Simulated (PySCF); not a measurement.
# TcH: bond curves at several levels of theory

An exercise on one series of results from a longer session: the logs are not shown, and one member is left open.

Computed with PySCF 2.14.0. Level: Tc def2-TZVPP with ECP28, H def2-TZVPP, scalar-relativistic core potentials.

Set-up of the first run:

Settings of the job:

```json
{"atoms": "Tc, H", "charge": "0", "basis": "Tc def2-TZVPP with ECP28, H def2-TZVPP", "Hamiltonian": "scalar-relativistic core potentials", "basis functions": "70", "electrons treated": "16", "masses in u": "98.9072, 1.0078", "levels": "PBE0, PBE, r²SCAN, M06-L, BLYP, M06, MN15, LC-ωPBE, HF, MP2, SCS-MP2, CCSD, CCSD(T)", "grid": "80 radial by 434 angular points", "occupations": "held fixed by the projection of orbital angular momentum", "dissociation limit": "Tc + H, each in its ground configuration", "starting distance in angstrom": "1.560", "values of 2S to try": "0, 2, 4, 6, 8"}
```

Command:

```console
OMP_NUM_THREADS=1 python dia.py task.json out
```

Steps of the session up to this table: Set-up; The PBE0 curve of the state that the search chose; Higher solutions at PBE0; PBE (GGA); r²SCAN (meta-GGA); M06-L (meta-GGA); BLYP; M06 (hybrid meta-GGA); MN15 (hybrid meta-GGA); LC-ωPBE (range-separated hybrid); ROHF (mean field); Correlated methods on the Hartree–Fock reference.

One table of the session follows, with a row left open; its other results are not shown here.

It belongs to the step «The curves together». Energy (eV) from each level's lowest point:

```
R (Å)   ROHF  ROHF-MP2  ROHF-SCS-MP2  ROHF-CCSD  ROHF-CCSD(T)
1.413  0.696     0.373         0.414        n/a           n/a
1.479  0.381     0.145         0.171      0.230         0.222
1.544  0.176     0.029         0.041      0.077         0.071
1.594  0.081     0.000         0.001      0.019         0.016
1.643  0.024     0.010         0.000      0.000         0.000
1.692  0.000     0.052         0.031      0.013         0.016
1.758  0.008     0.146         0.110      0.069         0.075
1.840      ?         ?             ?          ?             ?
1.939  0.188     0.546         0.471      0.369         0.384
2.070  0.405     0.898         0.797        n/a           n/a
```

Q: Estimate the row for R (Å) = 1.840 from the others.

Worked estimate for «ROHF». A straight line through the neighbours (1.758, 0.008) and (1.939, 0.188) gives 0.008 + (0.188 − 0.008) × (1.840 − 1.758) / (1.939 − 1.758) = 0.090; a parabola fitted to 4 rows on both sides gives 0.071.

As computed: ROHF: 0.067; ROHF-MP2: 0.308; ROHF-SCS-MP2: 0.255; ROHF-CCSD: 0.185; ROHF-CCSD(T): 0.196. In «ROHF» the line misses by +0.023 and the parabola by +0.004.

To keep in mind: The state is the lowest single determinant that the PBE0 search found; with open d or f shells the true ground state can be another one. At some levels the lowest empty orbital lies below the highest filled one (the two can be of opposite spin).
